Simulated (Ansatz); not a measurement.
## BClH2O, SMILES OBCl: the interaction energy of a dimer with the counterpoise correction, step by step

Program: Ansatz 0.2.0 through its Python package.

Interactive session:
```pycon
>>> import ansatz as az
>>> params = {
...     "basis": "cc-pVDZ",
...     "method": "MP2",
... }
>>> FIRST = [
...     ("O", (-0.8413, -0.5949, -0.4833)),
...     ("B", (0.3674, -0.0631, 0.0531)),
...     ("Cl", (1.0158, 1.5644, -0.5113)),
...     ("H", (-1.5084, -0.1896, 0.1168)),
...     ("H", (0.9664, -0.717, 0.8248)),
... ]
>>> SECOND = [
...     ("O", (-0.3285, -0.5165, 3.167)),
...     ("B", (-0.8256, 0.8192, 3.1487)),
...     ("Cl", (-2.6245, 1.1604, 3.3365)),
...     ("H", (-0.1917, -0.6537, 4.1324)),
...     ("H", (-0.0623, 1.6922, 2.9558)),
... ]
>>> def energy(atoms, ghosts=()):
...     molecule = az.Crystal.molecule()
...     for symbol, xyz in atoms:
...         molecule = molecule.atom(symbol, xyz)
...     calc = (
...         molecule.calculation()
...         .basis(gaussian=params["basis"])
...         .correlation(params["method"])
...     )
...     deck = calc.input()
...     if ghosts:
...         deck = deck.set(az.key.basis.gaussian.ghost_atoms, [{"symbol": s, "position_ang": list(xyz)} for s, xyz in ghosts])
...     return az.Session.from_dict(deck).plan().execute().report["free_energy_ev"]
...
>>> # monomers in their own basis and in the basis of the dimer
>>> both = energy(FIRST + SECOND)

>>> alone = energy(FIRST) + energy(SECOND)
>>> ghosted = energy(FIRST, SECOND) + energy(SECOND, FIRST)
>>> print(f"dimer {both:.6f} eV")
dimer -30514.671506 eV
>>> print(f"interaction, uncorrected   {23.060548 * (both - alone):8.3f} kcal/mol")
interaction, uncorrected     -0.667 kcal/mol
>>> print(f"interaction, counterpoise  {23.060548 * (both - ghosted):8.3f} kcal/mol")
interaction, counterpoise     0.901 kcal/mol
>>> print(f"basis-set superposition    {23.060548 * (alone - ghosted):8.3f} kcal/mol")
basis-set superposition       1.568 kcal/mol
```

Uncorrected it is -0.667 kcal/mol, with the counterpoise correction 0.901 kcal/mol; the difference, 1.57 kcal/mol, is the superposition error. The sign changes with the correction, so this basis doesn't settle it.

Reading the output:
- Total energies depend on the basis set; only differences at equal settings carry meaning.
- The dimer is a generated trial pose of unrelaxed monomers, not a minimum, so the figure is no binding energy, and the basis set is small.
- Finished in 8.7 s on 1 thread of Intel(R) Xeon(R) Platinum 8259CL CPU @ 2.50GHz (Skylake/Cascade Lake), with other jobs on the host, peak memory 0.27 GiB.

(Lines on the test bed's own set-up are left out of the output.)
